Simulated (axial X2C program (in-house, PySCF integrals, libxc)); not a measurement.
# All-electron X2C curves of SnSe⁻, part 2 of 2

Computed with an in-house X2C program for linear molecules on PySCF integrals; all-electron X2C, Sn dyall-acv3z, Se dyall-acv3z.

## (9) PBE0, 2c

State followed: Ω = 1/2 (excess of +ω over −ω: ω = 1/2). The scan is laid around 2.439 Å, a first estimate of the minimum, and this SCF restarts from the orbitals of the search.

The SCF at the reference distance of 2.439 Å:

```text
two-component X2C + atomic mean field  PBE0
basis functions 263  fitting functions 1381  grid points 5802
iter        total energy     max residual
   1      -8602.615025871     2.57e-05
   2      -8602.615025917     1.61e-05
   3      -8602.615025926     6.60e-06
   4      -8602.615025930     3.54e-06
   5      -8602.615025931     1.27e-06
converged
one-electron -12617.53836778  Coulomb 3905.31387525  exact exchange -62.70875243  xc functional -192.10743791  nuclear repulsion 368.84020441  atomic mean-field constant -4.41454748
```

Along the bond, energies from the lowest point:

```
R (Å)  E (eV)  μ (D)  HOMO (eV)  LUMO (eV)  iterations
2.122  1.0059   0.31       1.00       2.37          15
2.220  0.4121  -0.40       0.85       2.30          14
2.293  0.1612  -0.91       0.73       2.23          14
2.366  0.0338  -1.39       0.62       2.15          14
2.439  0.0000  -1.86       0.50       2.06           5
2.524  0.0484  -2.38       0.36       1.94          15
2.610  0.1646  -2.86       0.22       1.83          14
2.720  0.3799  -3.44       0.05       1.68          15
2.854  0.6990  -4.03      -0.13       1.50          16
3.049  1.1876  -4.39      -0.36       1.29          20
```

Dipoles are positive if Se is the positive end and refer to the centre of mass.

Outer spinors at the reference distance:

```
   ω  occupied  ε (eV)              atomic character     λ mixture
 3/2       yes  -23.80                     100% Sn d  85% δ, 15% π
 1/2       yes  -23.72                     100% Sn d  59% π, 41% σ
-3/2       yes  -23.72                     100% Sn d  81% δ, 19% π
-1/2       yes  -23.70                     100% Sn d  55% π, 45% σ
-5/2       yes  -22.79                     100% Sn d        100% δ
 1/2       yes  -22.72                      99% Sn d  59% σ, 41% π
-1/2       yes  -22.71                      99% Sn d  55% σ, 45% π
 5/2       yes  -22.71                     100% Sn d        100% δ
-3/2       yes  -22.69                     100% Sn d  81% π, 19% δ
 3/2       yes  -22.68                     100% Sn d  85% π, 15% δ
-1/2       yes  -13.10    71% Se s, 9% Sn p, 8% Sn s        100% σ
 1/2       yes  -13.00    72% Se s, 9% Sn p, 7% Sn s        100% σ
-1/2       yes   -6.88   59% Sn s, 25% Se p, 7% Se s        100% σ
 1/2       yes   -6.29   57% Sn s, 29% Se p, 7% Se s        100% σ
-1/2       yes   -2.09  49% Se p, 34% Sn p, 10% Sn s   96% σ, 4% π
 1/2       yes   -2.08   68% Se p, 23% Sn p, 4% Sn d   97% π, 3% σ
 1/2       yes   -1.88  45% Se p, 37% Sn p, 13% Sn s   96% σ, 4% π
-1/2       yes   -1.69   72% Se p, 18% Sn p, 5% Sn d   96% π, 4% σ
-3/2       yes   -1.59   69% Se p, 22% Sn p, 4% Sn d        100% π
 3/2       yes   -1.48   74% Se p, 16% Sn p, 6% Sn d        100% π
 1/2       yes    0.50  58% Sn p, 17% Se p, 11% Sn d   99% π, 1% σ
-3/2        no    2.06  63% Sn p, 13% Se p, 12% Sn d        100% π
-1/2        no    2.44  69% Sn p, 10% Se p, 10% Sn d   99% π, 1% σ
 3/2        no    2.59   72% Sn p, 10% Sn d, 8% Se p        100% π
-1/2        no    2.63            75% Sn p, 21% Sn s        100% σ
```

PBE0 fields in the half plane through the axis: z from -2.4 to 4.8 Å across, distance from the axis 0.15 to 2.25 Å upwards; Sn lies at z = 0 and Se at z = 2.439 Å; the ELF is damped to zero where the density is low.

log10 density (e/bohr³). Ten even steps from ' ' (-4.01 ) to '@' (1.82 ):
```
  ........::::::::::::::::::::::::::........      
  ....::::::::::::::::::::::::::::::::::::....    
....::::::----------------------------::::::....  
....::::------====------------======------::::..  
..::::----==============================----::....
..::::--====++++++++++======++++++++++====--::::..
..::----==++**######++++==++++**##**++++==--::::..
::::----==++**##@@##**++++++++##@@%%**++==----::..
```

ELF. Ten even steps from ' ' (0.00 ) to '@' (0.83 ):
```
  ..::==++**##**++==::......::----==--::..        
  ::==**##%%%%%%##++--::::::==++****++++--::      
..--++##%%@@@@%%##**==----==**##%%%%####++--..    
..==**%%@@@@%%**++++======**##%%@@@@@@%%##++::..  
::++##@@@@##++----::--==++##%%@@@@@@@@@@%%**--..  
--**%%@@%%++----==--::--**%%%%++--++%%@@@@##==::  
--**%%@@##--==%%@@%%==::**%%==::++----%%@@##++::  
==##@@%%**--##==@@==##::**##::%%::@@::##@@%%++::..
```

Re = 2.434 Å, ωe = 275.3 cm⁻¹, ωexe = 0.565 cm⁻¹, Be = 0.05934 cm⁻¹, De = 3.54 eV, μ = -1.83 D.

## (10) HF, 2c

Output at 2.439 Å:

```text
two-component X2C + atomic mean field  HF
basis functions 263  fitting functions 1381  grid points 5802
iter        total energy     max residual
   1      -8598.633845303     2.42e-01
   2      -8598.668973559     5.23e-03
   3      -8598.670376979     3.49e-03
   4      -8598.670744138     1.10e-03
   5      -8598.670868756     5.31e-04
   6      -8598.670912858     3.38e-04
   7      -8598.670927700     1.97e-04
   8      -8598.670935656     1.45e-04
   9      -8598.670939460     1.32e-04
  10      -8598.670942434     9.90e-05
  11      -8598.670944768     5.30e-05
  12      -8598.670945534     1.47e-05
  13      -8598.670945613     7.10e-06
  14      -8598.670945626     4.39e-06
  15      -8598.670945630     1.92e-06
  16      -8598.670945631     5.45e-07
converged
one-electron -12616.49254197  Coulomb 3904.37811918  exact exchange -250.98217977  xc functional 0.00000000  nuclear repulsion 368.84020441  atomic mean-field constant -4.41454748
```

No constants are quoted: the dipole of the solution doesn't run smoothly along the scan, a sign that its character may change, so the fit is set aside.

## (11) PW91, 2c

The SCF at the reference distance of 2.439 Å:

```text
two-component X2C + atomic mean field  PW91
basis functions 263  fitting functions 1381  grid points 5802
iter        total energy     max residual
   1      -8603.929129078     1.04e-01
   2      -8603.933901439     6.10e-03
   3      -8603.912630952     1.96e-02
   4      -8603.935766906     9.28e-04
   5      -8603.935795870     5.20e-04
   6      -8603.935805297     1.62e-04
   7      -8603.935806412     4.15e-05
   8      -8603.935806454     8.89e-06
   9      -8603.935806456     8.62e-06
converged
one-electron -12617.34154192  Coulomb 3905.09124759  exact exchange 0.00000000  xc functional -256.11116906  nuclear repulsion 368.84020441  atomic mean-field constant -4.41454748
```

Re = 2.464 Å, ωe = 258.3 cm⁻¹, ωexe = 0.581 cm⁻¹, Be = 0.05791 cm⁻¹, De = 3.76 eV, μ = -1.55 D.

## (12) MP2 and beyond, 2c

Correlated methods: 11 electrons correlated (frozen shells, counted by type: Sn 4 s, 3 p, 2 d; Se 3 s, 2 p, 1 d), 337 virtual spinors in MP2, 90 natural virtuals in coupled cluster.

Output of the correlated part at 2.439 Å:

```text
correlated 11  virtual 337  natural virtual 90  E(MP2) -0.237277669  MP2 remainder -0.011376938
iter   CCSD correlation   residual
   1     -0.237479445   1.38e-01
   2     -0.244183013   5.80e-02
   3     -0.246499014   2.69e-02
   4     -0.246579995   1.12e-02
   5     -0.246707946   5.15e-03
   6     -0.246725021   2.17e-03
   7     -0.246730193   8.17e-04
   8     -0.246736875   4.11e-04
   9     -0.246733635   2.20e-04
  10     -0.246735622   9.81e-05
  11     -0.246735008   3.12e-05
  12     -0.246735295   1.21e-05
  13     -0.246735313   4.90e-06
(T) -0.014680694  T1 0.0353  D1 0.0724  max T2 0.058
```

MP2: No constants are quoted: the dipole of the HF reference doesn't run smoothly along the scan, a sign that its character may change, so the fit is set aside.

CCSD: No constants are quoted: the dipole of the HF reference doesn't run smoothly along the scan, a sign that its character may change, so the fit is set aside.

CCSD(T): No constants are quoted: the dipole of the HF reference doesn't run smoothly along the scan, a sign that its character may change, so the fit is set aside.

## (13) A higher determinant, 2c

State: Ω = 3/2 (excess of +ω over −ω: ω = 3/2).

Output at the reference distance:

```text
two-component X2C + atomic mean field  PBE0
basis functions 263  fitting functions 1381  grid points 5802
iter        total energy     max residual
   1      -8602.606837125     1.04e-05
   2      -8602.606837131     1.01e-05
   3      -8602.606837135     3.65e-06
   4      -8602.606837136     2.68e-06
converged
one-electron -12617.08578636  Coulomb 3904.86119025  exact exchange -62.70662328  xc functional -192.10127468  nuclear repulsion 368.84020441  atomic mean-field constant -4.41454748
```

```
R (Å)  E above the lowest PBE0 point (eV)
2.122                               1.197
2.220                               0.615
2.293                               0.372
2.366                               0.251
2.439                               0.223
2.524                               0.277
2.610                               0.397
2.720                               0.616
2.854                               0.936
```

Re = 2.429 Å, ωe = 276.5 cm⁻¹, ωexe = 0.576 cm⁻¹, Be = 0.0596 cm⁻¹, μ = -1.47 D. Te = 0.22 eV. As a difference of two determinants it need not be a gap between pure terms.

## (14) The 2c curves together

Energy (eV) of the followed determinant, 2c, from each level's lowest point:

```csv
R (Å),PBE0,HF (dipole not smooth),MP2 (HF's dipole not smooth),CCSD (HF's dipole not smooth),CCSD(T) (HF's dipole not smooth),PW91
2.122,1.006,1.068,1.147,n/a,n/a,1.112
2.220,0.412,0.439,0.493,0.497,0.530,0.489
2.293,0.161,0.172,0.207,0.211,0.233,0.214
2.366,0.034,0.036,0.054,0.055,0.067,0.061
2.439,0.000,0.000,0.000,0.000,0.000,0.000
2.524,0.048,0.051,0.032,0.030,0.016,0.016
2.610,0.165,0.174,0.140,0.133,0.106,0.100
2.720,0.380,0.307,0.914,0.461,0.453,0.274
2.854,0.699,0.435,1.241,n/a,n/a,0.545
3.049,1.188,0.631,1.583,n/a,n/a,0.983
```

Time for the job: 5 min (1 thread of Arm Neoverse V2, shared host); peak memory 0.84 GiB.

## (15) What came out

What follows sums up all 2 parts.

Lowest determinant that the search found at its distance, spin-free: M_S = 1/2, Λ = 1 (beyond closed shells: π+α).

Lowest determinant that the search found at its distance, 2c: Ω = 1/2 (excess of +ω over −ω: ω = 1/2).

```json
{"Hamiltonian": "spin-free", "level": "PBE0", "Re (Å)": "2.430", "ωe (cm⁻¹)": "277.1", "De (eV)": "3.50"}
{"Hamiltonian": "spin-free", "level": "PW91", "Re (Å)": "2.459", "ωe (cm⁻¹)": "260.1", "De (eV)": "3.73"}
{"Hamiltonian": "2c", "level": "PBE0", "Re (Å)": "2.434", "ωe (cm⁻¹)": "275.3", "De (eV)": "3.54"}
{"Hamiltonian": "2c", "level": "PW91", "Re (Å)": "2.464", "ωe (cm⁻¹)": "258.3", "De (eV)": "3.76"}
```

No constants: spin-free HF (the dipole of the solution doesn't run smoothly along the scan, a sign that its character may change, so the fit is set aside); spin-free MP2 (the dipole of the HF reference doesn't run smoothly along the scan, a sign that its character may change, so the fit is set aside); spin-free CCSD (the dipole of the HF reference doesn't run smoothly along the scan, a sign that its character may change, so the fit is set aside); spin-free CCSD(T) (the dipole of the HF reference doesn't run smoothly along the scan, a sign that its character may change, so the fit is set aside); 2c HF (the dipole of the solution doesn't run smoothly along the scan, a sign that its character may change, so the fit is set aside); 2c MP2 (the dipole of the HF reference doesn't run smoothly along the scan, a sign that its character may change, so the fit is set aside); 2c CCSD (the dipole of the HF reference doesn't run smoothly along the scan, a sign that its character may change, so the fit is set aside); 2c CCSD(T) (the dipole of the HF reference doesn't run smoothly along the scan, a sign that its character may change, so the fit is set aside).

Time per point (s) on 1 thread of Arm Neoverse V2, shared host (2c runs); the times are rough: PBE0 2.2, PW91 0.66.

At PBE0, going from spin-free to two-component changes Re by +4 mÅ, ωe by -0.6 %; the spin-free picture holds up (part of it comes from the scalar share of the two-electron terms). It costs about 1.6 times the time. De moves by +0.04 eV; both De rest on single-determinant atoms, which can miss part of an open shell's spin–orbit lowering. The highest occupied level is positive at the mean-field levels quoted, but negative in the Hartree–Fock runs, so self-interaction plays a part.

De refers to Sn + Se-, each in the lowest determinant found, which need not be this curve's own limit. Each curve is one determinant whose occupation by symmetry is held fixed; it was picked as the lowest of a PBE0 search that is not exhaustive. De is counted from the lowest determinant-based energies of the atoms at the same level, without counterpoise correction. Density functionals use the spin component along the axis (collinear).
